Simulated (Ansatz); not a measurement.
NbTe under changes of volume

One of the cells (21.934 Å³/atom); the others are scaled copies at fixed shape and fractional positions:

```
Te Nb
1.0
     3.70297    0.00000    0.00000
    -1.85149    3.20687    0.00000
     0.00000    0.00000    3.69421
Te Nb
1 1
Direct
  0.66667 0.33333 0.00000
  0.00000 0.00000 0.50000
```

The cell comes from a database or a generator and needn't be the stable form of this composition.

- Program: Ansatz 0.2.0
- Functional: PBE0
- Potentials or basis: Ansatz PAW
- Cutoff: 420 eV (not typed: the program's choice for these potentials)
- k mesh: 6 × 6 × 4
- Occupations: fermi-dirac, width 0.05 eV
- Spin: no spin polarisation

```csv
volume (Å³/atom),energy over the lowest point (meV/atom),pressure (GPa)
20.618,?,?
21.057,0.00,0.0
21.496,3.83,-2.8
21.934,14.92,-5.3
22.373,32.45,-7.5
22.812,55.72,-9.5
23.250,84.09,-11.2
```

**Question.** What does the run at 20.618 Å³/atom give?

**Answer.** Energy over the lowest point 4.26 meV/atom; pressure 3.2 GPa.

Worked out: A Birch-Murnaghan fit of order 3 (a polynomial in V^(-2/3)) to the other rows has its minimum at 21.06 Å³/atom with B0 = V·E''(V) = 142 GPa and B' = 4.5 at fixed shape and positions, which overstates the stiffness. It gives 4.27 meV/atom at 20.618 Å³/atom, against the run's 4.26, and -dE/dV = 3.2 GPa, against 3.2.

Energies are extrapolated to zero smearing.

Caveats: all runs use coarse meshes; the PAW data sets come from PBE, with cores solved anew for the run's functional, which leaves a small shift of forces and pressure; the thresholds are loose for stress.
